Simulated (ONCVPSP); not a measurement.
**Pseudopotential generation for Sm: ONCV, PBE**

Aim: build the potential from the settings below, then test how well it stands in for the atom: other configurations, scattering, ghost states and the plane-wave cutoff that it needs.

The numbers are computed with ONCVPSP 4.0.1 (PBE, scalar-relativistic, spin-unpolarised reference atom).

### 1 The design

Typed settings, in words:

* element: samarium (Sm, Z = 62)
* type: optimised norm-conserving Vanderbilt (ONCV)
* frozen core: [Kr]
* valence charge: 26
* reference configuration: 4d10 4f6 5s2 5p6 6s1 6p1
* partial waves: 5s+6s: rc 2.25 bohr, ncon 4, nbas 8, qcut 4.3 1/bohr, 2 projectors; 5p+6p: rc 2.55 bohr, ncon 4, nbas 8, qcut 5 1/bohr, 2 projectors; 4d: rc 0.80 bohr, ncon 3, nbas 7, qcut 22.1 1/bohr, 1 projector; 4f: rc 1.55 bohr, ncon 4, nbas 8, qcut 10.9 1/bohr, 1 projector
* local potential: polynomial inside 0.65 bohr (lpopt 4, dvloc0 0 Ha)
* core correction: Teter function, fcfact 5.75, rcfact 1.8

The nodes and maxima of the atom's own shells, from an earlier all-electron run, set the scale for the radii.

All-electron outer shells of the reference configuration (PBE, scalar-relativistic, ld1.x):

| shell | level (eV) | outermost node (bohr) | outermost maximum (bohr) |
| --- | --- | --- | --- |
| 4p | -248.73 | 0.30 | 0.56 |
| 4d | -130.06 | 0.28 | 0.59 |
| 5s | -44.59 | 0.69 | 1.27 |
| 5p | -24.54 | 0.74 | 1.43 |
| 6s | -4.29 | 1.70 | 3.62 |
| 4f | -3.74 | – | 0.61 |
| 5d | -2.64 | 0.84 | 2.14 |
| 6p | -1.78 | 2.04 | 4.88 |

### 2 Generating the potential

Sm.dat reads:

```
# ATOM AND REFERENCE CONFIGURATION
# atsym  z   nc   nv     iexc    psfile
  Sm 62.00    8    6        4      upf
#
#   n    l    f
    1    0    2.00
    2    0    2.00
    2    1    6.00
    3    0    2.00
    3    1    6.00
    3    2   10.00
    4    0    2.00
    4    1    6.00
    4    2   10.00
    4    3    6.00
    5    0    2.00
    5    1    6.00
    6    0    1.00
    6    1    1.00
#
# PSEUDOPOTENTIAL AND OPTIMIZATION
# lmax
    3
#
#   l,   rc,      ep,       ncon, nbas, qcut
    0    2.25    0.00    4    8    4.30
    1    2.55    0.00    4    8    5.00
    2    0.80    0.00    3    7   22.10
    3    1.55    0.00    4    8   10.90
#
# LOCAL POTENTIAL
# lloc, lpopt,  rc(5),   dvloc0
    4    4    0.65    0.00
#
# VANDERBILT-KLEINMAN-BYLANDER PROJECTORs
# l, nproj, debl
    0    2    2.00
    1    2    1.30
    2    1    0.90
    3    1    0.70
#
# MODEL CORE CHARGE
# icmod, fcfact, rcfact
    3    5.75    1.80
#
# LOG DERIVATIVE ANALYSIS
# epsh1, epsh2, depsh
   -6.00    5.00    0.04
#
# OUTPUT GRID
# rlmax, drl
    6.00    0.01
#
# TEST CONFIGURATIONS
# ncnf
    4
# nvcnf
#   n    l    f
    6
    4    2   10.00
    4    3    6.00
    5    0    2.00
    5    1    6.00
    6    0    2.00
    6    1    0.00
#
    6
    4    2   10.00
    4    3    6.00
    5    0    2.00
    5    1    6.00
    6    0    1.00
    6    1    0.00
#
    6
    4    2   10.00
    4    3    6.00
    5    0    2.00
    5    1    6.00
    6    0    0.00
    6    1    0.00
#
    6
    4    2   10.00
    4    3    6.00
    5    0    2.00
    5    1    5.00
    6    0    2.00
    6    1    0.00
#
```

Started as:

```console
oncvpsp.x < Sm.dat > Sm.out
```

What does the calculation give? Wanted: cutoffs for 1 and 0.1 mHa per electron, occupied waves; bound ghosts; GHOST(+) flags; largest phase difference near zero energy, channels read; rms error of d²Exc/dn², without and with the model core.

As calculated:

```
                                                quantity                             value
  cutoffs for 1 and 0.1 mHa per electron, occupied waves                  95 Ha and 157 Ha
                                            bound ghosts  s at -382.02 eV, p at -168.73 eV
                                          GHOST(+) flags                none at low energy
largest phase difference near zero energy, channels read                         0.018 rad
 rms error of d²Exc/dn², without and with the model core                 3.91 and 2.38 mHa
```

In words: A bound ghost (s, p) makes it unfit for use: electrons can fall into a state that the atom doesn't have. By its cutoff, 95 Ha for the looser tolerance, it is very hard. At the looser tolerance the 4d wave is the slowest; 4f needs 51 Ha. Near zero energy the phases of the channels with partial waves agree within 0.018 rad.
